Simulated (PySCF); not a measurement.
# C5H7N3O: electronic excitations

What electronic excitations should C5H7N3O (`CC(=O)c1cn(C)nn1`) show?

Computed with PySCF 2.14.0, with density-fitted response routines of our own, on a single molecule in the gas phase. Atoms count from 0, in the outputs and in this text.

## Step 1: The starting structure

16 atoms, charge 0, multiplicity 1; geometry from: GFN2-xTB.

Bonds of the start (Å): C0–C1 1.50, C1–O2 1.21, C1–C3 1.47, C3–C4 1.39, C4–N5 1.34, N5–C6 1.43, N5–N7 1.33, N7–N8 1.27, N8–C3 1.36, C0–H9 1.09, C0–H10 1.09, C0–H11 1.09, C4–H12 1.07, C6–H13 1.09, C6–H14 1.09, C6–H15 1.09.

## Step 2: Ultraviolet spectrum: B3LYP/def2-SVPD

Job settings and geometry (Å):

```
{"job": {"kind": "uv", "xc": "B3LYP", "basis": "def2-SVPD", "nstates": 8, "ntriplets": 3}, "charge": 0, "multiplicity": 1}
C      2.951438     0.043506     0.740235
C      1.917101     0.300360    -0.317533
O      2.173048     0.666186    -1.443253
C      0.534355     0.067418     0.118641
C     -0.641716     0.195914    -0.607278
N     -1.611343    -0.135968     0.262863
C     -3.028042    -0.179983     0.055165
N     -1.072579    -0.446058     1.443387
N      0.190493    -0.329586     1.369711
H      2.891520    -0.996505     1.053577
H      3.943885     0.265078     0.357706
H      2.733555     0.655058     1.612496
H     -0.821555     0.483167    -1.621155
H     -3.276528    -0.893674    -0.731982
H     -3.402767     0.805675    -0.224890
H     -3.488464    -0.491643     0.990833
```

With the program's defaults for keys left out, this is: TDDFT B3LYP/def2-SVPD, vertical, gas phase, core orbitals frozen in the response.

Command:

```console
OMP_NUM_THREADS=1 python probes_run.py task.json out
```

The driver reads the jobs from task.json and runs them one after another.

What will the session give for the following? lowest singlet (B3LYP/def2-SVPD); brightest single state of those computed; lowest triplet. Wanted: lowest singlet; brightest single state of those computed; lowest triplet.

The runs gave:

```
                                quantity                        value
        lowest singlet (B3LYP/def2-SVPD)  3.96 eV (313 nm), f = 0.000
brightest single state of those computed  state 4, 5.65 eV, f = 0.242
                          lowest triplet                      3.47 eV
```

In words: The first singlet state (HOMO→LUMO 0.97) lies at 3.96 eV and is dark; of the 8 states computed, the strongest absorption comes from state 4 at 5.65 eV (the last state computed is bright too, and its partners may lie past the list). The lowest triplet lies 0.48 eV below the lowest singlet (triplets in Tamm-Dancoff, singlets in full TDDFT).
